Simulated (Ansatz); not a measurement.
# C₃H₉O₂Sb: one species, many methods

Aim: compute C₃H₉O₂Sb with functionals from several rungs and with coupled cluster, and see how far each lands from CCSD(T) at the basis-set limit for the atomisation energy.

Program: Ansatz 0.2.0, Gaussian basis. Level of theory: functionals in def2-TZVPP, the program's frozen cores in correlated methods. These are calculated values, not measurements.

Plan: PBE-D4, r2SCAN-D4, PBE0-D4, B3LYP-D4, ωB97X-V, ωB97M-V, B2PLYP; CCSD(T)/def2-TZVPP; MP2/def2-QZVPP; extrapolation to the limit.

### 1 The relaxed structure

The geometry comes from an earlier relaxation with PBE0-D4 in a triple-zeta def2 set; it is a stationary point, not always the lowest conformer. Sb takes the def2 core potential; no spin-orbit term is included.

SMILES `C[O][Sb]([CH3])[O]C`, 15 atoms, charge 0, spin multiplicity 1.

Atoms are counted from 1 here; the program's logs count them from 0.

Bond lengths: C1–O2 1.408 Å, C1–H7 1.096 Å, C1–H8 1.097 Å, C1–H9 1.094 Å, O2–Sb3 1.960 Å, Sb3–C4 2.138 Å, Sb3–O5 1.967 Å, C4–H10 1.091 Å, C4–H11 1.091 Å, C4–H12 1.090 Å, O5–C6 1.407 Å, C6–H13 1.097 Å, C6–H14 1.093 Å, C6–H15 1.099 Å. Angles: O2–C1–H7 112.3°, O2–C1–H8 111.7°, O2–C1–H9 108.0°, H7–C1–H8 108.4°, H7–C1–H9 108.2°, H8–C1–H9 108.1°, C1–O2–Sb3 121.0°, O2–Sb3–C4 98.1°, O2–Sb3–O5 97.6°, C4–Sb3–O5 89.6°, Sb3–C4–H10 110.2°, Sb3–C4–H11 109.3°, Sb3–C4–H12 108.6°, H10–C4–H11 109.2°, H10–C4–H12 110.3°, H11–C4–H12 109.3°, Sb3–O5–C6 119.0°, O5–C6–H13 111.9° and more.

### 2 PBE-D4 (GGA)

in.yaml reads:

```yaml
crystal:
  periodic: [false, false, false]
  atoms:
    - {symbol: C, position_ang: [0.304199, 1.779400, -0.866478]}
    - {symbol: O, position_ang: [1.212561, 1.240555, 0.064464]}
    - {symbol: Sb, position_ang: [1.188058, -0.667640, 0.510603]}
    - {symbol: C, position_ang: [0.847269, -1.431101, -1.456744]}
    - {symbol: O, position_ang: [-0.736367, -0.821728, 0.887821]}
    - {symbol: C, position_ang: [-1.224067, -0.393970, 2.136428]}
    - {symbol: H, position_ang: [-0.715260, 1.403722, -0.718641]}
    - {symbol: H, position_ang: [0.605618, 1.564457, -1.899132]}
    - {symbol: H, position_ang: [0.290226, 2.865183, -0.736375]}
    - {symbol: H, position_ang: [1.636066, -1.097336, -2.132775]}
    - {symbol: H, position_ang: [0.841177, -2.521543, -1.423497]}
    - {symbol: H, position_ang: [-0.123052, -1.075514, -1.803600]}
    - {symbol: H, position_ang: [-1.217760, 0.699523, 2.224850]}
    - {symbol: H, position_ang: [-2.257418, -0.737802, 2.234509]}
    - {symbol: H, position_ang: [-0.651249, -0.806205, 2.978556]}
basis:
  gaussian: {orbitals: def2-TZVPP}
hamiltonian: {xc: pbe, dispersion: d4}
output: {forces: true, orbitals: {seedname: orbitals}}
```

Launch:

```
ansatz run in.yaml --threads 2 --pin off --events-out ev --progress --plain --max-ram 32768MiB --backend cuda --devices 0, --max-vram 18GiB
```

The runs that follow: r2SCAN-D4 (meta-GGA); PBE0-D4 (hybrid); B3LYP-D4 (hybrid); ωB97X-V (range-separated); ωB97M-V (range-separated); B2PLYP (double hybrid); CCSD(T) in def2-TZVPP; MP2 in def2-QZVPP.

Before running them: what should the planned runs give, taken together? Wanted: atomisation energy, CCSD(T)/CBS; farthest; mean size of error, hybrid; mean size of error, range-separated; gap, smallest and largest; T1 diagnostic; triples share of the correlation energy.

**Answer**, as computed:

```
                               quantity                                           value
        atomisation energy, CCSD(T)/CBS                                       56.847 eV
    functionals within 0.568 eV (1.0 %)  r2SCAN-D4, PBE0-D4, B3LYP-D4, ωB97X-V, ωB97M-V
                               farthest                              PBE-D4 (+1.054 eV)
             mean size of error, hybrid                                        0.190 eV
    mean size of error, range-separated                                        0.096 eV
              gap, smallest and largest            4.63 eV (PBE-D4), 10.76 eV (ωB97X-V)
                          T1 diagnostic                                          0.0139
triples share of the correlation energy                                           3.6 %
```

In words: PBE-D4 is off by +1.054 eV. Double hybrids carry the basis error of their MP2 part in triple zeta, and no dispersion term here, so their miss is partly the set-up's. Misses under about 0.568 eV are within the doubt on the reference itself, which lacks core-valence correlation, spin-orbit coupling and higher excitations, and its outer-core shells are covered unevenly. All levels share the lack of spin-orbit coupling, which lowers the free heavy atoms and so the true binding. Hartree-Fock recovers 70 % of the binding; the rest is correlation. The gap grows from 4.6 to 10.8 eV across the functionals, mostly with the share of exact exchange. Correlated methods include outer-core shells of Sb, which these sets cover unevenly.
